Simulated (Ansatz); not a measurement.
# Ga20As20P12In12: the cost of one run

All numbers are computed with Ansatz 0.2.0 (PAW, plane waves).

## Step 1: The system as built

64 atoms (20 Ga, 20 As, 12 P, 12 In); a = 11.486 Å, b = 11.486 Å, c = 11.486 Å, α = 90.00°, β = 90.00°, γ = 90.00°. All atoms were shaken off their sites by about 0.02 Å along each axis.

Steps to follow: (2) PBEsol cell relaxation at the single k point (¼, ¼, ¼), on 1 × NVIDIA H100 80GB HBM3 with 4 threads of AMD EPYC 7R13; (3) HSE06 single point at the Γ point alone, on 1 × NVIDIA H100 80GB HBM3 with 4 threads of AMD EPYC 7R13; (4) r²SCAN single point at the Γ point alone, on 1 × NVIDIA H100 80GB HBM3 with 4 threads of AMD EPYC 7R13.

## Step 2: PBEsol relaxation of the cell and the positions

File in.yaml:

```yaml
crystal:
  lattice:
    - [11.485688, 0.000000, 0.000000]
    - [0.000000, 11.485688, 0.000000]
    - [0.000000, 0.000000, 11.485688]
  atoms:
    - { symbol: Ga, position: [0.999442, 0.002278, 0.000387] }
    - { symbol: Ga, position: [0.002050, 0.999584, 0.498136] }
    - { symbol: Ga, position: [0.998415, 0.497078, 0.999405] }
    - { symbol: Ga, position: [0.997915, 0.501024, 0.497830] }
    - { symbol: Ga, position: [0.500784, 0.997030, 0.998829] }
    - { symbol: Ga, position: [0.501555, 0.001666, 0.498892] }
    - { symbol: Ga, position: [0.501398, 0.498053, 0.001044] }
    - { symbol: Ga, position: [0.500408, 0.500793, 0.499290] }
    - { symbol: Ga, position: [0.252752, 0.249326, 0.998435] }
    - { symbol: Ga, position: [0.749130, 0.250650, 0.001242] }
    - { symbol: Ga, position: [0.748455, 0.746087, 0.001753] }
    - { symbol: Ga, position: [0.247293, 0.000990, 0.249045] }
    - { symbol: Ga, position: [0.249909, 0.998204, 0.750670] }
    - { symbol: Ga, position: [0.249726, 0.497933, 0.249098] }
    - { symbol: Ga, position: [0.748671, 0.998336, 0.249481] }
    - { symbol: Ga, position: [0.750235, 0.502272, 0.250949] }
    - { symbol: Ga, position: [0.999992, 0.249783, 0.244714] }
    - { symbol: Ga, position: [0.999598, 0.750052, 0.250244] }
    - { symbol: Ga, position: [0.500385, 0.247375, 0.250530] }
    - { symbol: Ga, position: [0.503041, 0.250549, 0.746563] }
    - { symbol: As, position: [0.126660, 0.122757, 0.122883] }
    - { symbol: As, position: [0.121667, 0.622400, 0.125722] }
    - { symbol: As, position: [0.624304, 0.127546, 0.128747] }
    - { symbol: As, position: [0.625280, 0.125873, 0.627151] }
    - { symbol: As, position: [0.625129, 0.627992, 0.628715] }
    - { symbol: As, position: [0.374722, 0.376583, 0.124156] }
    - { symbol: As, position: [0.375835, 0.877769, 0.627297] }
    - { symbol: As, position: [0.872858, 0.376682, 0.124221] }
    - { symbol: As, position: [0.874063, 0.374581, 0.622968] }
    - { symbol: As, position: [0.875240, 0.877640, 0.622956] }
    - { symbol: As, position: [0.374183, 0.124962, 0.375372] }
    - { symbol: As, position: [0.374336, 0.124497, 0.875199] }
    - { symbol: As, position: [0.873160, 0.127876, 0.375145] }
    - { symbol: As, position: [0.874650, 0.624451, 0.872430] }
    - { symbol: As, position: [0.127298, 0.376696, 0.374042] }
    - { symbol: As, position: [0.123278, 0.378163, 0.874996] }
    - { symbol: As, position: [0.120031, 0.874938, 0.376635] }
    - { symbol: As, position: [0.126227, 0.873363, 0.876528] }
    - { symbol: As, position: [0.628563, 0.377715, 0.374449] }
    - { symbol: As, position: [0.623784, 0.376015, 0.873370] }
    - { symbol: P, position: [0.126365, 0.125896, 0.622094] }
    - { symbol: P, position: [0.127188, 0.627515, 0.624417] }
    - { symbol: P, position: [0.625431, 0.624279, 0.124441] }
    - { symbol: P, position: [0.375470, 0.372948, 0.625334] }
    - { symbol: P, position: [0.377311, 0.869975, 0.126388] }
    - { symbol: P, position: [0.875138, 0.874510, 0.124205] }
    - { symbol: P, position: [0.374208, 0.624313, 0.375388] }
    - { symbol: P, position: [0.377409, 0.624880, 0.875379] }
    - { symbol: P, position: [0.874041, 0.125914, 0.872652] }
    - { symbol: P, position: [0.875131, 0.625280, 0.376357] }
    - { symbol: P, position: [0.623940, 0.874869, 0.374870] }
    - { symbol: P, position: [0.623634, 0.875543, 0.875244] }
    - { symbol: In, position: [0.246677, 0.250302, 0.498326] }
    - { symbol: In, position: [0.253006, 0.751504, 0.998910] }
    - { symbol: In, position: [0.250152, 0.749610, 0.501099] }
    - { symbol: In, position: [0.747700, 0.251084, 0.498740] }
    - { symbol: In, position: [0.750788, 0.748098, 0.498900] }
    - { symbol: In, position: [0.250259, 0.502585, 0.747647] }
    - { symbol: In, position: [0.749178, 0.999475, 0.752039] }
    - { symbol: In, position: [0.749960, 0.499516, 0.753294] }
    - { symbol: In, position: [0.001585, 0.246917, 0.753353] }
    - { symbol: In, position: [0.000758, 0.748494, 0.748845] }
    - { symbol: In, position: [0.501728, 0.746361, 0.252350] }
    - { symbol: In, position: [0.501081, 0.749368, 0.749691] }
  symmetry: { detect: false }
kpoints:
  mp_grid: { grid: [1, 1, 1], shift: [0.25, 0.25, 0.25] }
hamiltonian:
  xc: pbesol
scf:
  occupations: { method: fermi_dirac, width: 0.01 }
relax:
  f_tol: 0.03
  max_steps: 80
  escape_saddle: false
  adjacent_minimum: "off"
  cell: { fix: [shape] }
output:
  forces: true
  eigenvalues: true
  populations: true
  write_density: true
  write_potential: true
  elf: true
  volumetric_format: npy
```

The run is started by

```sh
$ ansatz run in.yaml --threads 4 --pin off --max-ram 42750MiB --runs-dir r --events-out ev --progress --plain --backend cuda --devices 0, --max-vram 37GiB
```

**Question.** How long does this run take on 1 × NVIDIA H100 80GB HBM3 with 4 threads of AMD EPYC 7R13, shared host, and how much memory does it need?

About 14 s, with a peak of 1.5 GiB on the host.
